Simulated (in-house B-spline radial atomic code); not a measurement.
**Tb²⁺: excited configurations**

Aim: the energies of several excited configurations of Tb²⁺ above a reference configuration, each from its own self-consistent run.

Method: scalar-relativistic (spin-free one-electron X2C) B97-1, spin-polarised, spherical density, exact exchange averaged over the configuration, Fermi nucleus, basis-set limit. Code: in-house B-spline radial atomic code version 1.

## Step 1: The atom as given

- element: terbium (Z = 65)
- charge: +2
- electrons: 63
- configuration: [Xe] 4f9
- Hamiltonian: scalar-relativistic (X2C)
- nucleus: Fermi, rms radius 5.060 fm

Outer shells as boxes (Hund's rule):

[Xe] 4f9
```
[Xe] core
4f [↑↓][↑↓][↑ ][↑ ][↑ ][↑ ][↑ ]
```

Where spins are not typed, each open shell is filled with up spins first.

## Step 2: Reference run

The run's settings:

```ini
Z = 65
electrons = 63.0
configuration = [Xe] 4f9
hamiltonian = x2c
method = b97_1
spin_polarised = True
nucleus = fermi
rms_radius = 5.06
mass_number = 159
atomic_mass = 158.925353707
speed_of_light = 137.035999084
exact_exchange = averaged over the configuration
```

Run with:

```bash
$ python run_scf.py task.json out
```

One command runs all members of the session, one after another, from task.json.

## Step 3: Configuration [Kr] 4d9 4f9 5s2 5p6 5f1

Changes to the settings of step 2:

```diff
@@ -2,3 +2,3 @@
 electrons = 63.0
-configuration = [Xe] 4f9
+configuration = [Kr] 4d9 4f9 5s2 5p6 5f1
 hamiltonian = x2c
```

## Step 4: [Kr] 4d10 4f9 5s2 5p5 6p1

Changes to the settings of step 3:

```diff
@@ -2,3 +2,3 @@
 electrons = 63.0
-configuration = [Kr] 4d9 4f9 5s2 5p6 5f1
+configuration = [Kr] 4d10 4f9 5s2 5p5 6p1
 hamiltonian = x2c
```

## Step 5: Configuration [Kr] 4d10 4f10 5s2 5p5

Changes to the settings of step 4:

```diff
@@ -2,3 +2,3 @@
 electrons = 63.0
-configuration = [Kr] 4d10 4f9 5s2 5p5 6p1
+configuration = [Kr] 4d10 4f10 5s2 5p5
 hamiltonian = x2c
```

## Step 6: Configuration [Kr] 4d9 4f9 5s2 5p6 6f1

Changes to the settings of step 5:

```diff
@@ -2,3 +2,3 @@
 electrons = 63.0
-configuration = [Kr] 4d10 4f10 5s2 5p5
+configuration = [Kr] 4d9 4f9 5s2 5p6 6f1
 hamiltonian = x2c
```

## Step 7: [Kr] 4d9 4f9 5s2 5p6 6s1

Changes to the settings of step 6:

```diff
@@ -2,3 +2,3 @@
 electrons = 63.0
-configuration = [Kr] 4d9 4f9 5s2 5p6 6f1
+configuration = [Kr] 4d9 4f9 5s2 5p6 6s1
 hamiltonian = x2c
```

## Step 8: Run with [Kr] 4d10 4f9 5s2 5p5 5f1

Changes to the settings of step 7:

```diff
@@ -2,3 +2,3 @@
 electrons = 63.0
-configuration = [Kr] 4d9 4f9 5s2 5p6 6s1
+configuration = [Kr] 4d10 4f9 5s2 5p5 5f1
 hamiltonian = x2c
```

Q: How far above the reference does each configuration lie (order and size, in eV)?

As calculated:

| net move | configuration | 2|M_S|+1 | energy above the reference (eV) | largest <r> (bohr) |
| --- | --- | --- | --- | --- |
| 5p → 4f | [Kr] 4d10 4f10 5s2 5p5 | 6 | 24.660 | 1.60 |
| 5p → 6p | [Kr] 4d10 4f9 5s2 5p5 6p1 | 8 | 28.999 | 4.03 |
| 5p → 5f | [Kr] 4d10 4f9 5s2 5p5 5f1 | 8 | 35.888 | 5.81 |
| 4d → 6s | [Kr] 4d9 4f9 5s2 5p6 6s1 | 8 | 147.83 | 3.29 |
| 4d → 5f | [Kr] 4d9 4f9 5s2 5p6 5f1 | 8 | 159.37 | 5.77 |
| 4d → 6f | [Kr] 4d9 4f9 5s2 5p6 6f1 | 8 | 161.99 | 9.82 |

**Reading.** The lowest of them is 5p → 4f at 24.660 eV and the highest 4d → 6f at 161.99 eV. 5 of them lie more than 60 % above minus the reference's highest level (16.387 eV), in the range where a state can decay by emitting an electron. The reference has 2|M_S|+1 = 6; 5 of the configurations differ from it in spin. These are spherical averages at the typed spins, not spectroscopic levels.
